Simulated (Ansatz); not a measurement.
This script for a rigid scan of one bond length of ClF2Ga, SMILES [F][Ga]([F])[Cl] with Ansatz 0.2.0, Python API holds a mistake.

Script `scan.py`:
```python
"""Potential curve of ClF2Ga along one bond."""

import ansatz
import numpy as np

system = (
    ansatz.Crystal.molecule()
    .atom("F", (-0.909, -0.5616, 1.4523))
    .atom("Ga", (0.2134, 0.1535, 0.0195))
    .atom("F", (1.6608, -0.7231, 0.1022))
    .atom("Cl", (-0.9096, 1.071, -1.5943))
)

symbols = [site.symbol for site in system.cartesian_sites]
start = np.array([site.position_ang for site in system.cartesian_sites])
axis = (start[3] - start[1]) / np.linalg.norm(start[3] - start[1])
moving = [3]
lengths, energies = [1.909, 1.996, 2.083, 2.17, 2.256, 2.343, 2.43, 2.56], []
for length in lengths:
    xyz = start.copy()
    xyz[moving] += (length - np.linalg.norm(start[3] - start[1])) * axis
    point = ansatz.Crystal.molecule()
    for symbol, place in zip(symbols, xyz):
        point = point.atom(symbol, place.tolist())
    setup = (
        point.calculation()
        .basis(gaussian="def2-SVP")
        .functional("b3lyp")
        .spin("collinear", total=1)
    )
    rep = setup.run(threads=1).report
    energies.append(rep["free_energy_ev"])
    print(f"r = {length:6.3f} A  E = {energies[-1]:.5f} eV  <S^2> = {abs(rep['mean_field']['state']['spin_squared']):.3f}")

# quartic fit about the minimum
fit = np.polynomial.Polynomial.fit(lengths, np.array(energies) - min(energies), 4).convert()
roots = [r.real for r in fit.deriv().roots() if abs(r.imag) < 1e-9 and fit.deriv(2)(r.real) > 0]
r_e = min(roots, key=lambda r: abs(r - lengths[int(np.argmin(energies))]))
print(f"minimum of the fit at {r_e:.4f} A, force constant {fit.deriv(2)(r_e):.2f} eV/A^2")
```

```console
$ python scan.py
Traceback (most recent call last):
  File "scan.py", line 31, in <module>
    rep = setup.run(threads=1).report
          ~~~~~~~~~^^^^^^^^^^^
  ...
ansatz.GaussianBasisError: a molecule whose nuclei and cores have a total charge of 66 cannot have a net charge of 0 together with 1 unpaired electrons
$ echo $?
1
```
(Library frames cut from the traceback.)

Why does it end like this?

The fault: the count of unpaired electrons doesn't fit the count of electrons. Mended:

```diff
--- before
+++ after
@@ -28,3 +28,2 @@
         .functional("b3lyp")
-        .spin("collinear", total=1)
     )
```

The mended script runs so:

```console
$ python scan.py
r =  1.909 A  E = -70323.38822 eV  <S^2> = 0.000
r =  1.996 A  E = -70323.74646 eV  <S^2> = 0.000
r =  2.083 A  E = -70323.88218 eV  <S^2> = 0.000
r =  2.170 A  E = -70323.86382 eV  <S^2> = 0.000
r =  2.256 A  E = -70323.74213 eV  <S^2> = 0.000
r =  2.343 A  E = -70323.54933 eV  <S^2> = 0.000
r =  2.430 A  E = -70323.31197 eV  <S^2> = 0.000
r =  2.560 A  E = -70322.91361 eV  <S^2> = 0.000
minimum of the fit at 2.1131 A, force constant 18.12 eV/A^2
```

Total energies depend on the basis set; only differences at equal settings carry meaning. The rest of the molecule is held rigid at a force-field or estimated start geometry, and the basis set is modest; single-reference methods fail as a bond breaks. b3lyp holds the VWN-RPA fit, as in Gaussian; the form of ORCA and Turbomole is b3lyp5. The orbitals are restricted, so S² is zero by construction. The whole script took 14 s on 1 thread of Arm Neoverse V2, on a shared host, peak memory 0.22 GiB.
